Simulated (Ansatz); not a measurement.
# Ta2O5: the cost of one run

Program: Ansatz 0.2.0. Level of theory: DFT r2SCAN, scalar-relativistic, plane waves, PAW. These are calculated values, not measurements.

## 1. The structure to begin with

It takes space group I4/mmm (No. 139, tetragonal). The conventional cell has a = 5.303 Å, b = 5.303 Å, c = 9.587 Å, α = 90.00°, β = 90.00°, γ = 90.00°. Ta (site symmetry 4mm) has 5 O at 1.90 to 1.94 Å as nearest neighbours. O (site symmetry 4/mmm) has 2 Ta at 1.90 Å as nearest neighbours. O (site symmetry 2/m) has 2 Ta at 1.94 Å as nearest neighbours.

Structure file:

```cif
data_structure
_symmetry_space_group_name_H-M 'I4/mmm'
_symmetry_Int_Tables_number 139
_cell_length_a 5.3035
_cell_length_b 5.3035
_cell_length_c 9.5870
_cell_angle_alpha 90.000
_cell_angle_beta 90.000
_cell_angle_gamma 90.000
_cell_volume 269.65
loop_
_atom_site_label
_atom_site_type_symbol
_atom_site_symmetry_multiplicity
_atom_site_Wyckoff_symbol
_atom_site_fract_x
_atom_site_fract_y
_atom_site_fract_z
_atom_site_occupancy
Ta1 Ta 4 e 0.00000 0.00000 0.19809 1
O1 O 2 a 0.00000 0.00000 0.00000 1
O2 O 8 f 0.75000 0.25000 0.25000 1
```

Source of the structure: the Materials Project (structure only).

(A quick probe on a coarse mesh, which set the mesh and smearing, is not shown.)

## 3. The relaxation

Input file input.yaml:

```yaml
crystal:
  lattice:
    - [-2.651726, 2.651726, 4.793525]
    - [2.651726, -2.651726, 4.793525]
    - [2.651726, 2.651726, -4.793525]
  atoms:
    - { symbol: Ta, position: [0.198089, 0.198089, 0.0] }
    - { symbol: Ta, position: [0.801911, 0.801911, 0.0] }
    - { symbol: O, position: [0.0, 0.0, 0.0] }
    - { symbol: O, position: [0.5, 0.0, 0.0] }
    - { symbol: O, position: [0.0, 0.5, 0.0] }
    - { symbol: O, position: [0.0, 0.0, 0.5] }
    - { symbol: O, position: [0.5, 0.5, 0.5] }
basis:
  ecutwfc: 500
kpoints:
  mp_grid: { grid: [8, 8, 8] }
hamiltonian:
  xc: r2scan
scf:
  occupations: { method: gaussian, width: 0.02 }
output:
  forces: true
  stress: true
  eigenvalues: true
  write_density: true
  write_potential: true
  elf: true
  volumetric_format: npy
relax:
  adjacent_minimum: "off"
  f_tol: 0.005
  max_steps: 80
  cell: { stress_tol: 0.05 }
```

Command:

```
$ ansatz run input.yaml --threads 2 --pin off --max-ram 5120MiB --backend cpu --events-out ev --progress --plain --runs-dir out
```

Q: Estimate wall time and peak memory on 2 threads of AMD EPYC 9R45 (Zen 5), shared host.

About 26 s, with a peak of 1 GiB.
